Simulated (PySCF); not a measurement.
# GaH: magnetic properties

Aim: compute the magnetic properties of GaH (`[GaH]`).

Computed with PySCF 2.14.0 and routines of our own; the level stands in each step. Atoms count from 0.

### 1 The starting structure

2 atoms, charge 0, multiplicity 1; geometry from: GFN2-xTB.

### 2 Relaxing the molecule at PBE0-D3(BJ)/def2-SVP

What the job is given:

```
{"job": {"xc": "PBE0", "basis": "def2-SVP", "d3": "d3bj", "grid": 1, "kind": "geom"}, "charge": 0, "multiplicity": 1}
Ga     0.953632    -0.004424    -0.001002
H     -0.950875     0.005692    -0.013146
```

The run is started by

```sh
OMP_NUM_THREADS=1 python excited_run.py task.json out
```

This one command runs all jobs of the session in turn.

The program printed:

```text
step   0  E = -1924.90467000  max force = 0.026129
step   1  E = -1924.91099563  max force = 0.000550
step   2  E = -1924.91099722  max force = 0.000021
optimisation converged
```

It took 1.4 s on 1 thread of Arm Neoverse V1, shared host; peak memory 0.25 GiB.

Relaxation path:

| step | energy from step 0 (eV) | largest force component (eV/Å) |
| --- | --- | --- |
| 0 | 0.0000 | 1.3436 |
| 1 | -0.1721 | 0.0283 |
| 2 | -0.1722 | 0.0011 |

The bond:

```csv
bond,before (Å),after (Å),change (Å)
Ga0–H1,1.905,1.684,-0.221
```

The next job starts from the end point, and lists it.

| at the end point | value |
| --- | --- |
| point group (found at 0.08 Å tolerance) | C∞v |
| rotational constants (GHz, main isotopes) | 179.5, 179.5 |
| dipole moment (D) | 0.21 |

### 3 Magnetic properties: GIAO LC-wPBE/aug-pcSseg-2

What the job is given:

```
{"job": {"kind": "mag", "xc": "LC-wPBE", "basis": "aug-pcSseg-2"}, "charge": 0, "multiplicity": 1}
Ga     0.839550    -0.077970    -0.002118
H     -0.836762     0.079270    -0.012029
```

With the program's defaults for keys left out, this is: GIAO LC-wPBE/aug-pcSseg-2 magnetisability, rotational g tensor and spin-rotation constants, non-relativistic, gas phase.

The program printed:

```text
coarse grid: 9888 points
cycle   1  E = -1925.1410067333  dE = -7.543e-01  |g| = 1.071e+00  |ddm| = 1.017e+00
cycle   2  E = -1925.1181886410  dE =  2.282e-02  |g| = 1.234e+00  |ddm| = 7.035e-01
cycle   3  E = -1925.1995305801  dE = -8.134e-02  |g| = 8.804e-02  |ddm| = 3.243e-01
cycle   4  E = -1925.2000612792  dE = -5.307e-04  |g| = 6.514e-03  |ddm| = 4.833e-02
cycle   5  E = -1925.2000865892  dE = -2.531e-05  |g| = 1.393e-03  |ddm| = 2.526e-02
cycle   6  E = -1925.2000878612  dE = -1.272e-06  |g| = 3.424e-04  |ddm| = 6.081e-03
final grid: 18664 points
cycle   7  E = -1925.2000984349  dE = -3.331e-07  |g| = 3.707e-04  |ddm| = 8.764e-04
cycle   8  E = -1925.2000981613  dE =  2.736e-07  |g| = 5.024e-04  |ddm| = 3.699e-04
cycle   9  E = -1925.2000981757  dE = -1.441e-08  |g| = 2.788e-05  |ddm| = 1.354e-04
cycle  10  E = -1925.2000981771  dE = -1.378e-09  |g| = 2.989e-06  |ddm| = 1.678e-04
cycle  11  E = -1925.2000981771  dE = -3.183e-12  |g| = 5.442e-07  |ddm| = 1.029e-05
converged SCF energy = -1925.2000981771

Magnetisability tensor (1e-30 J/T^2)
     -452.87       48.25       -3.04
       48.25       56.96        0.29
       -3.04        0.29       61.47
isotropic -111.48   principal values    -457.41     61.49     61.49
isotropic susceptibility -6.713 1e-6 cm^3/mol

Inertial axes            a          b          c
rot. const./GHz           -   179.4763   179.4763
chi total           -27.546      3.703      3.703
chi diamagnetic     -27.546    -46.034    -46.034
chi paramagnetic      0.000     49.737     49.737
quadrupole/D A       -7.617      3.809      3.809
g nuclear                 -     0.9916     0.9916
g electronic              -    -4.1937    -4.1937
g total                   -    -3.2021    -3.2021

Spin-rotation constants (kHz, H = +C I.J)
atom  isotope        aa         bb         cc
  0   69Ga            -    761.170    761.170
  1     1H            -     -2.383     -2.383
```

Run time: 4.7 s. Hardware: 1 thread of Arm Neoverse V1, shared host; peak memory 0.53 GiB.

In short:

```csv
quantity,value
magnetisability,-111·10⁻³⁰ J/T²
molar susceptibility,-6.7·10⁻⁶ cm³/mol
"rotational g (a, b, c)","–, -3.2021, -3.2021"
```

Orbitals, density, ELF and potential are computed afterwards from the orbital file.

Frontier orbitals at LC-wPBE/aug-pcSseg-2, with the share of their density that lies nearest to each atom:

```
orbital  energy (eV)            lies on
   HOMO        -8.42  Ga0 62 %; H1 38 %
   LUMO         0.06  Ga0 81 %; H1 19 %
```

ELF in a plane through or near 2 of the atoms.

Values, 10 rows by 14 columns:
```
0.00 0.00 0.00 0.00 0.00 0.00 0.00 0.00 0.00 0.01 0.02 0.01 0.00 0.00
0.00 0.00 0.00 0.00 0.03 0.04 0.01 0.01 0.07 0.32 0.61 0.50 0.09 0.00
0.00 0.00 0.01 0.10 0.56 0.63 0.18 0.06 0.23 0.58 0.88 0.91 0.59 0.08
0.00 0.00 0.17 0.84 0.99 0.99 0.76 0.24 0.18 0.25 0.75 0.96 0.95 0.56
0.00 0.01 0.61 0.99 1.00 1.00 0.91 0.21 0.65 0.61 0.36 0.89 0.98 0.85
0.00 0.01 0.68 0.99 1.00 1.00 0.92 0.21 0.66 0.71 0.30 0.87 0.98 0.89
0.00 0.00 0.40 0.96 1.00 1.00 0.87 0.24 0.27 0.23 0.54 0.94 0.98 0.76
0.00 0.00 0.04 0.46 0.93 0.95 0.48 0.16 0.24 0.47 0.88 0.95 0.86 0.29
0.00 0.00 0.00 0.03 0.30 0.37 0.08 0.04 0.18 0.54 0.84 0.84 0.39 0.04
0.00 0.00 0.00 0.00 0.00 0.00 0.00 0.00 0.02 0.10 0.18 0.10 0.01 0.00
```
The map spans 6.9 Å across and 5.2 Å up, centred on the molecule. Atoms in the plane (x, y in Å): Ga0 (0.8, 0.0), H1 (-0.8, 0.0).

On the surface of density 0.002 e/bohr³ the electrostatic potential runs, from the 1st to the 99th percentile, from -0.90 to 2.07 V.

### 4 Magnetic properties: GIAO B3LYP/6-31G*

What the job is given:

```
{"job": {"kind": "mag", "xc": "B3LYP", "basis": "6-31G*"}, "charge": 0, "multiplicity": 1}
Ga     0.839550    -0.077970    -0.002118
H     -0.836762     0.079270    -0.012029
```

Method: GIAO B3LYP/6-31G* magnetisability, rotational g tensor and spin-rotation constants, non-relativistic, gas phase.

The program printed:

```text
coarse grid: 9888 points
cycle   1  E = -1925.1749674699  dE = -6.012e-01  |g| = 3.983e-01  |ddm| = 1.022e+00
cycle   2  E = -1925.1702763476  dE =  4.691e-03  |g| = 4.999e-01  |ddm| = 5.369e-01
cycle   3  E = -1925.1948837221  dE = -2.461e-02  |g| = 1.718e-02  |ddm| = 2.349e-01
cycle   4  E = -1925.1950250682  dE = -1.413e-04  |g| = 3.825e-03  |ddm| = 4.111e-02
cycle   5  E = -1925.1950345680  dE = -9.500e-06  |g| = 3.655e-04  |ddm| = 1.150e-02
final grid: 18664 points
cycle   6  E = -1925.1950287182  dE = -3.368e-08  |g| = 3.596e-04  |ddm| = 1.032e-03
cycle   7  E = -1925.1950287196  dE = -1.390e-09  |g| = 4.484e-04  |ddm| = 7.263e-04
cycle   8  E = -1925.1950287412  dE = -2.168e-08  |g| = 2.758e-05  |ddm| = 2.395e-04
cycle   9  E = -1925.1950287417  dE = -4.156e-10  |g| = 2.938e-06  |ddm| = 6.675e-05
converged SCF energy = -1925.1950287417

Magnetisability tensor (1e-30 J/T^2)
     -452.69       47.52       -3.00
       47.52       49.46        0.28
       -3.00        0.28       53.90
isotropic -116.44   principal values    -457.17     53.92     53.92
isotropic susceptibility -7.012 1e-6 cm^3/mol

Inertial axes            a          b          c
rot. const./GHz           -   179.4763   179.4763
chi total           -27.531      3.247      3.247
chi diamagnetic     -27.531    -45.645    -45.645
chi paramagnetic      0.000     48.892     48.892
quadrupole/D A       -7.193      3.596      3.596
g nuclear                 -     0.9916     0.9916
g electronic              -    -4.1224    -4.1224
g total                   -    -3.1308    -3.1308

Spin-rotation constants (kHz, H = +C I.J)
atom  isotope        aa         bb         cc
  0   69Ga            -    613.112    613.112
  1     1H            -     -0.613     -0.613
```

Run time: 0.74 s. Hardware: 1 thread of Arm Neoverse V1, shared host; peak memory 0.4 GiB.

Key values:

```
              quantity                value
       magnetisability      -116·10⁻³⁰ J/T²
  molar susceptibility    -7.0·10⁻⁶ cm³/mol
rotational g (a, b, c)  –, -3.1308, -3.1308
```

### 5 Magnetic properties: GIAO B3LYP/pcSseg-0

What the job is given:

```
{"job": {"kind": "mag", "xc": "B3LYP", "basis": "pcSseg-0"}, "charge": 0, "multiplicity": 1}
Ga     0.839550    -0.077970    -0.002118
H     -0.836762     0.079270    -0.012029
```

Level: GIAO B3LYP/pcSseg-0 magnetisability, rotational g tensor and spin-rotation constants, non-relativistic, gas phase.

The program printed:

```text
coarse grid: 9888 points
cycle   1  E = -1923.2390310161  dE = -1.052e+00  |g| = 1.534e-01  |ddm| = 1.267e+00
cycle   2  E = -1923.2433648918  dE = -4.334e-03  |g| = 7.865e-02  |ddm| = 4.572e-01
cycle   3  E = -1923.2464699896  dE = -3.105e-03  |g| = 1.152e-02  |ddm| = 2.609e-01
cycle   4  E = -1923.2465463105  dE = -7.632e-05  |g| = 5.387e-04  |ddm| = 4.295e-02
cycle   5  E = -1923.2465463623  dE = -5.176e-08  |g| = 8.240e-05  |ddm| = 1.000e-03
final grid: 18664 points
cycle   6  E = -1923.2465370069  dE = -1.206e-09  |g| = 2.749e-05  |ddm| = 1.996e-04
cycle   7  E = -1923.2465370070  dE = -1.112e-10  |g| = 1.127e-05  |ddm| = 7.352e-05
converged SCF energy = -1923.2465370070

Magnetisability tensor (1e-30 J/T^2)
     -453.43       47.54       -3.00
       47.54       48.94        0.28
       -3.00        0.28       53.38
isotropic -117.04   principal values    -457.90     53.39     53.40
isotropic susceptibility -7.048 1e-6 cm^3/mol

Inertial axes            a          b          c
rot. const./GHz           -   179.4763   179.4763
chi total           -27.576      3.216      3.216
chi diamagnetic     -27.576    -47.100    -47.100
chi paramagnetic      0.000     50.316     50.316
quadrupole/D A       -8.791      4.395      4.395
g nuclear                 -     0.9916     0.9916
g electronic              -    -4.2425    -4.2425
g total                   -    -3.2509    -3.2509

Spin-rotation constants (kHz, H = +C I.J)
atom  isotope        aa         bb         cc
  0   69Ga            -    746.719    746.719
  1     1H            -     -0.059     -0.059
```

It took 0.53 s on 1 thread of Arm Neoverse V1, shared host; peak memory 0.4 GiB.

In short:

```csv
quantity,value
magnetisability,-117·10⁻³⁰ J/T²
molar susceptibility,-7.0·10⁻⁶ cm³/mol
"rotational g (a, b, c)","–, -3.2509, -3.2509"
```

### 6 Magnetic properties: GIAO B3LYP/cc-pVDZ

What the job is given:

```
{"job": {"kind": "mag", "xc": "B3LYP", "basis": "cc-pVDZ"}, "charge": 0, "multiplicity": 1}
Ga     0.839550    -0.077970    -0.002118
H     -0.836762     0.079270    -0.012029
```

With the program's defaults for keys left out, this is: GIAO B3LYP/cc-pVDZ magnetisability, rotational g tensor and spin-rotation constants, non-relativistic, gas phase.

The program printed:

```text
coarse grid: 9888 points
cycle   1  E = -1925.4291935670  dE = -5.912e-01  |g| = 1.642e-01  |ddm| = 2.077e+00
cycle   2  E = -1925.4353311440  dE = -6.138e-03  |g| = 1.047e-01  |ddm| = 1.006e+00
cycle   3  E = -1925.4401487974  dE = -4.818e-03  |g| = 6.006e-03  |ddm| = 4.548e-01
cycle   4  E = -1925.4401702942  dE = -2.150e-05  |g| = 7.264e-04  |ddm| = 3.940e-02
cycle   5  E = -1925.4401705696  dE = -2.754e-07  |g| = 2.573e-04  |ddm| = 3.423e-03
final grid: 18664 points
cycle   6  E = -1925.4401598180  dE = -1.789e-08  |g| = 1.493e-04  |ddm| = 1.476e-03
cycle   7  E = -1925.4401598242  dE = -6.253e-09  |g| = 8.941e-05  |ddm| = 8.107e-04
cycle   8  E = -1925.4401598283  dE = -4.023e-09  |g| = 4.379e-06  |ddm| = 3.144e-04
cycle   9  E = -1925.4401598283  dE = -8.185e-12  |g| = 1.470e-07  |ddm| = 1.952e-05
converged SCF energy = -1925.4401598283

Magnetisability tensor (1e-30 J/T^2)
     -451.79       48.15       -3.04
       48.15       57.02        0.28
       -3.04        0.28       61.52
isotropic -111.08   principal values    -456.33     61.54     61.54
isotropic susceptibility -6.690 1e-6 cm^3/mol

Inertial axes            a          b          c
rot. const./GHz           -   179.4763   179.4763
chi total           -27.481      3.706      3.706
chi diamagnetic     -27.481    -45.885    -45.885
chi paramagnetic      0.000     49.591     49.591
quadrupole/D A       -7.522      3.761      3.761
g nuclear                 -     0.9916     0.9916
g electronic              -    -4.1814    -4.1814
g total                   -    -3.1898    -3.1898

Spin-rotation constants (kHz, H = +C I.J)
atom  isotope        aa         bb         cc
  0   69Ga            -    634.754    634.754
  1     1H            -     -1.159     -1.159
```

Wall time 0.69 s (1 thread of Arm Neoverse V1, shared host); peak memory 0.4 GiB.

Key values:

```
              quantity                value
       magnetisability      -111·10⁻³⁰ J/T²
  molar susceptibility    -6.7·10⁻⁶ cm³/mol
rotational g (a, b, c)  –, -3.1898, -3.1898
```

### 7 Magnetic properties: GIAO B3LYP/pcSseg-3

What the job is given:

```
{"job": {"kind": "mag", "xc": "B3LYP", "basis": "pcSseg-3"}, "charge": 0, "multiplicity": 1}
Ga     0.839550    -0.077970    -0.002118
H     -0.836762     0.079270    -0.012029
```

Method: GIAO B3LYP/pcSseg-3 magnetisability, rotational g tensor and spin-rotation constants, non-relativistic, gas phase.

The program printed:

```text
coarse grid: 9888 points
cycle   1  E = -1925.4775234798  dE = -6.816e-01  |g| = 1.006e+00  |ddm| = 1.078e+00
cycle   2  E = -1925.4219772265  dE =  5.555e-02  |g| = 1.402e+00  |ddm| = 6.420e-01
cycle   3  E = -1925.5270408741  dE = -1.051e-01  |g| = 9.389e-02  |ddm| = 3.315e-01
cycle   4  E = -1925.5275858746  dE = -5.450e-04  |g| = 1.352e-02  |ddm| = 4.608e-02
cycle   5  E = -1925.5276646983  dE = -7.882e-05  |g| = 1.834e-03  |ddm| = 2.119e-02
cycle   6  E = -1925.5276651333  dE = -4.350e-07  |g| = 3.083e-04  |ddm| = 1.275e-03
final grid: 18664 points
cycle   7  E = -1925.5276415853  dE = -6.237e-10  |g| = 5.189e-04  |ddm| = 4.311e-04
cycle   8  E = -1925.5276415603  dE =  2.495e-08  |g| = 8.810e-04  |ddm| = 3.955e-04
cycle   9  E = -1925.5276416028  dE = -4.247e-08  |g| = 2.107e-05  |ddm| = 1.897e-04
cycle  10  E = -1925.5276416029  dE = -1.351e-10  |g| = 3.703e-06  |ddm| = 2.736e-05
converged SCF energy = -1925.5276416029

Magnetisability tensor (1e-30 J/T^2)
     -456.14       48.07       -3.03
       48.07       51.78        0.28
       -3.03        0.28       56.27
isotropic -116.03   principal values    -460.67     56.29     56.29
isotropic susceptibility -6.987 1e-6 cm^3/mol

Inertial axes            a          b          c
rot. const./GHz           -   179.4763   179.4763
chi total           -27.742      3.390      3.390
chi diamagnetic     -27.742    -46.378    -46.378
chi paramagnetic      0.000     49.768     49.768
quadrupole/D A       -7.784      3.892      3.892
g nuclear                 -     0.9916     0.9916
g electronic              -    -4.1963    -4.1963
g total                   -    -3.2047    -3.2047

Spin-rotation constants (kHz, H = +C I.J)
atom  isotope        aa         bb         cc
  0   69Ga            -    741.570    741.570
  1     1H            -     -1.806     -1.806
```

Run time: 2.9 s. Hardware: 1 thread of Arm Neoverse V1, shared host; peak memory 0.55 GiB.

From this job:

| quantity | value |
| --- | --- |
| magnetisability | -116·10⁻³⁰ J/T² |
| molar susceptibility | -7.0·10⁻⁶ cm³/mol |
| rotational g (a, b, c) | –, -3.2047, -3.2047 |

### 8 Magnetic properties: GIAO B3LYP/aug-cc-pVDZ

What the job is given:

```
{"job": {"kind": "mag", "xc": "B3LYP", "basis": "aug-cc-pVDZ"}, "charge": 0, "multiplicity": 1}
Ga     0.839550    -0.077970    -0.002118
H     -0.836762     0.079270    -0.012029
```

Method: GIAO B3LYP/aug-cc-pVDZ magnetisability, rotational g tensor and spin-rotation constants, non-relativistic, gas phase.

The program printed:

```text
coarse grid: 9888 points
cycle   1  E = -1925.4297427344  dE = -5.916e-01  |g| = 1.702e-01  |ddm| = 2.163e+00
cycle   2  E = -1925.4358948450  dE = -6.152e-03  |g| = 1.111e-01  |ddm| = 1.079e+00
cycle   3  E = -1925.4409913846  dE = -5.097e-03  |g| = 5.977e-03  |ddm| = 4.756e-01
cycle   4  E = -1925.4410112505  dE = -1.987e-05  |g| = 5.889e-04  |ddm| = 3.996e-02
cycle   5  E = -1925.4410114465  dE = -1.960e-07  |g| = 2.178e-04  |ddm| = 3.556e-03
final grid: 18664 points
cycle   6  E = -1925.4410007177  dE = -1.295e-08  |g| = 1.298e-04  |ddm| = 1.315e-03
cycle   7  E = -1925.4410007225  dE = -4.755e-09  |g| = 7.946e-05  |ddm| = 7.087e-04
cycle   8  E = -1925.4410007257  dE = -3.224e-09  |g| = 3.678e-06  |ddm| = 2.764e-04
cycle   9  E = -1925.4410007257  dE = -2.728e-12  |g| = 1.250e-07  |ddm| = 1.611e-05
converged SCF energy = -1925.4410007257

Magnetisability tensor (1e-30 J/T^2)
     -457.67       48.46       -3.05
       48.46       54.45        0.29
       -3.05        0.29       58.98
isotropic -114.75   principal values    -462.23     59.00     59.00
isotropic susceptibility -6.910 1e-6 cm^3/mol

Inertial axes            a          b          c
rot. const./GHz           -   179.4763   179.4763
chi total           -27.836      3.553      3.553
chi diamagnetic     -27.836    -46.410    -46.410
chi paramagnetic      0.000     49.963     49.963
quadrupole/D A       -7.715      3.857      3.857
g nuclear                 -     0.9916     0.9916
g electronic              -    -4.2128    -4.2128
g total                   -    -3.2212    -3.2212

Spin-rotation constants (kHz, H = +C I.J)
atom  isotope        aa         bb         cc
  0   69Ga            -    631.213    631.213
  1     1H            -     -1.474     -1.474
```

Wall time 0.83 s (1 thread of Arm Neoverse V1, shared host); peak memory 0.44 GiB.

From this job:

```csv
quantity,value
magnetisability,-115·10⁻³⁰ J/T²
molar susceptibility,-6.9·10⁻⁶ cm³/mol
"rotational g (a, b, c)","–, -3.2212, -3.2212"
```

### 9 Magnetic properties: GIAO B3LYP/def2-QZVP

What the job is given:

```
{"job": {"kind": "mag", "xc": "B3LYP", "basis": "def2-QZVP"}, "charge": 0, "multiplicity": 1}
Ga     0.839550    -0.077970    -0.002118
H     -0.836762     0.079270    -0.012029
```

With the program's defaults for keys left out, this is: GIAO B3LYP/def2-QZVP magnetisability, rotational g tensor and spin-rotation constants, non-relativistic, gas phase.

The program printed:

```text
coarse grid: 9888 points
cycle   1  E = -1925.4679160271  dE = -1.607e+00  |g| = 1.099e+00  |ddm| = 1.165e+00
cycle   2  E = -1925.4253555960  dE =  4.256e-02  |g| = 1.207e+00  |ddm| = 7.658e-01
cycle   3  E = -1925.5156207823  dE = -9.027e-02  |g| = 2.073e-01  |ddm| = 4.716e-01
cycle   4  E = -1925.5181610069  dE = -2.540e-03  |g| = 1.347e-02  |ddm| = 6.385e-02
cycle   5  E = -1925.5182520119  dE = -9.101e-05  |g| = 1.933e-03  |ddm| = 2.486e-02
cycle   6  E = -1925.5182529340  dE = -9.220e-07  |g| = 1.566e-04  |ddm| = 2.077e-03
final grid: 18664 points
cycle   7  E = -1925.5182262034  dE = -7.980e-09  |g| = 1.388e-04  |ddm| = 2.907e-04
cycle   8  E = -1925.5182262023  dE =  1.121e-09  |g| = 2.208e-04  |ddm| = 1.785e-04
cycle   9  E = -1925.5182262057  dE = -3.375e-09  |g| = 9.018e-06  |ddm| = 7.648e-05
cycle  10  E = -1925.5182262057  dE = -1.660e-11  |g| = 1.818e-06  |ddm| = 1.672e-05
converged SCF energy = -1925.5182262057

Magnetisability tensor (1e-30 J/T^2)
     -455.96       48.12       -3.03
       48.12       52.53        0.28
       -3.03        0.28       57.02
isotropic -115.47   principal values    -460.49     57.04     57.04
isotropic susceptibility -6.954 1e-6 cm^3/mol

Inertial axes            a          b          c
rot. const./GHz           -   179.4763   179.4763
chi total           -27.732      3.435      3.435
chi diamagnetic     -27.732    -46.344    -46.344
chi paramagnetic      0.000     49.779     49.779
quadrupole/D A       -7.757      3.879      3.879
g nuclear                 -     0.9916     0.9916
g electronic              -    -4.1972    -4.1972
g total                   -    -3.2056    -3.2056

Spin-rotation constants (kHz, H = +C I.J)
atom  isotope        aa         bb         cc
  0   69Ga            -    736.230    736.230
  1     1H            -     -1.841     -1.841
```

It took 2.3 s on 1 thread of Arm Neoverse V1, shared host; peak memory 0.57 GiB.

In short:

```
              quantity                value
       magnetisability      -115·10⁻³⁰ J/T²
  molar susceptibility    -7.0·10⁻⁶ cm³/mol
rotational g (a, b, c)  –, -3.2056, -3.2056
```

### 10 Magnetic properties: GIAO B3LYP/6-31G

What the job is given:

```
{"job": {"kind": "mag", "xc": "B3LYP", "basis": "6-31G"}, "charge": 0, "multiplicity": 1}
Ga     0.839550    -0.077970    -0.002118
H     -0.836762     0.079270    -0.012029
```

With the program's defaults for keys left out, this is: GIAO B3LYP/6-31G magnetisability, rotational g tensor and spin-rotation constants, non-relativistic, gas phase.

The program printed:

```text
coarse grid: 9888 points
cycle   1  E = -1925.1082989632  dE = -6.271e-01  |g| = 1.385e-01  |ddm| = 1.027e+00
cycle   2  E = -1925.1121968568  dE = -3.898e-03  |g| = 9.972e-02  |ddm| = 3.489e-01
cycle   3  E = -1925.1152595974  dE = -3.063e-03  |g| = 1.194e-02  |ddm| = 1.627e-01
cycle   4  E = -1925.1152703290  dE = -1.073e-05  |g| = 3.499e-03  |ddm| = 8.091e-03
cycle   5  E = -1925.1152744158  dE = -4.087e-06  |g| = 1.602e-04  |ddm| = 7.487e-03
final grid: 18664 points
cycle   6  E = -1925.1152684865  dE = -1.063e-08  |g| = 1.028e-04  |ddm| = 8.208e-04
cycle   7  E = -1925.1152684898  dE = -3.319e-09  |g| = 7.553e-05  |ddm| = 4.970e-04
cycle   8  E = -1925.1152684933  dE = -3.488e-09  |g| = 6.842e-06  |ddm| = 1.998e-04
cycle   9  E = -1925.1152684933  dE = -3.183e-12  |g| = 4.431e-07  |ddm| = 3.643e-06
converged SCF energy = -1925.1152684933

Magnetisability tensor (1e-30 J/T^2)
     -447.01       47.91       -3.02
       47.91       59.30        0.28
       -3.02        0.28       63.78
isotropic -107.98   principal values    -451.53     63.80     63.80
isotropic susceptibility -6.502 1e-6 cm^3/mol

Inertial axes            a          b          c
rot. const./GHz           -   179.4763   179.4763
chi total           -27.191      3.842      3.842
chi diamagnetic     -27.191    -46.203    -46.203
chi paramagnetic      0.000     50.045     50.045
quadrupole/D A       -8.210      4.105      4.105
g nuclear                 -     0.9916     0.9916
g electronic              -    -4.2197    -4.2197
g total                   -    -3.2281    -3.2281

Spin-rotation constants (kHz, H = +C I.J)
atom  isotope        aa         bb         cc
  0   69Ga            -    582.245    582.245
  1     1H            -      0.296      0.296
```

Run time: 0.63 s. Hardware: 1 thread of Arm Neoverse V1, shared host; peak memory 0.36 GiB.

Key values:

```
              quantity                value
       magnetisability      -108·10⁻³⁰ J/T²
  molar susceptibility    -6.5·10⁻⁶ cm³/mol
rotational g (a, b, c)  –, -3.2281, -3.2281
```

(Part 1 of 2 ends here.)
